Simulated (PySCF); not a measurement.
# A diatomic session: BeAs

An exercise on one series of results from a longer session: the logs are not shown, and one member is left open.

Program: PySCF 2.14.0. Level of theory: Be jorge-DZP-DKH, As jorge-DZP-DKH, spin-free X2C with a Gaussian nucleus. These are calculated values, not measurements.

The first run:

A driver script around PySCF takes these settings:

- atoms: Be, As
- charge: 0
- basis: Be jorge-DZP-DKH, As jorge-DZP-DKH
- Hamiltonian: spin-free X2C with a Gaussian nucleus
- basis functions: 58
- electrons treated: 37
- masses in u: 9.0122, 74.9216
- levels: PBE0, PBE, r²SCAN, BHandHLYP, LDA, BP86, HF, MP2, SCS-MP2, CCSD, CCSD(T)
- grid: 80 radial by 434 angular points
- occupations: held fixed by the projection of orbital angular momentum
- dissociation limit: Be + As, each in its ground configuration
- starting distance in angstrom: 2.135
- values of 2S to try: 1, 3

Started as:

```sh
$ OMP_NUM_THREADS=1 python dia.py task.json out
```

Among the steps run: Set-up; The PBE0 curve of the state that the search chose; Excited determinants; PBE (GGA); r²SCAN (meta-GGA); BHandHLYP; LDA; BP86 (GGA); UHF (mean field); Correlated methods on the Hartree–Fock reference.

One table of the session follows, with a row left open; its other results are not shown here.

Energy (eV) from each level's lowest point:

| R (Å) | UHF | UHF-MP2 | UHF-SCS-MP2 | UHF-CCSD | UHF-CCSD(T) |
| --- | --- | --- | --- | --- | --- |
| 1.870 | 0.637 | 0.500 | 0.556 | n/a | n/a |
| 1.957 | 0.291 | 0.199 | 0.239 | 0.236 | 0.238 |
| 2.044 | 0.097 | 0.045 | 0.068 | 0.069 | 0.070 |
| 2.109 | 0.025 | 0.000 | 0.012 | 0.012 | 0.013 |
| 2.174 | 0.000 | 0.000 | 0.000 | 0.000 | 0.000 |
| 2.239 | 0.010 | 0.034 | 0.023 | 0.020 | 0.019 |
| 2.326 | ? | ? | ? | ? | ? |
| 2.435 | 0.166 | 0.261 | 0.218 | 0.187 | 0.189 |
| 2.565 | 0.306 | 0.455 | 0.395 | 0.328 | 0.335 |
| 2.739 | 0.465 | 0.696 | 0.620 | n/a | n/a |

**Question.** Estimate the row for R (Å) = 2.326.

Worked estimate for «UHF». A straight line through the neighbours (2.239, 0.010) and (2.435, 0.166) gives 0.010 + (0.166 − 0.010) × (2.326 − 2.239) / (2.435 − 2.239) = 0.079; a parabola fitted to 4 rows on both sides gives 0.070.

The run gave: UHF: 0.063; UHF-MP2: 0.118; UHF-SCS-MP2: 0.092; UHF-CCSD: 0.081; UHF-CCSD(T): 0.080. In «UHF» the line misses by +0.016 and the parabola by +0.007.

To keep in mind: At some levels the lowest empty orbital lies below the highest filled one (the two can be of opposite spin).
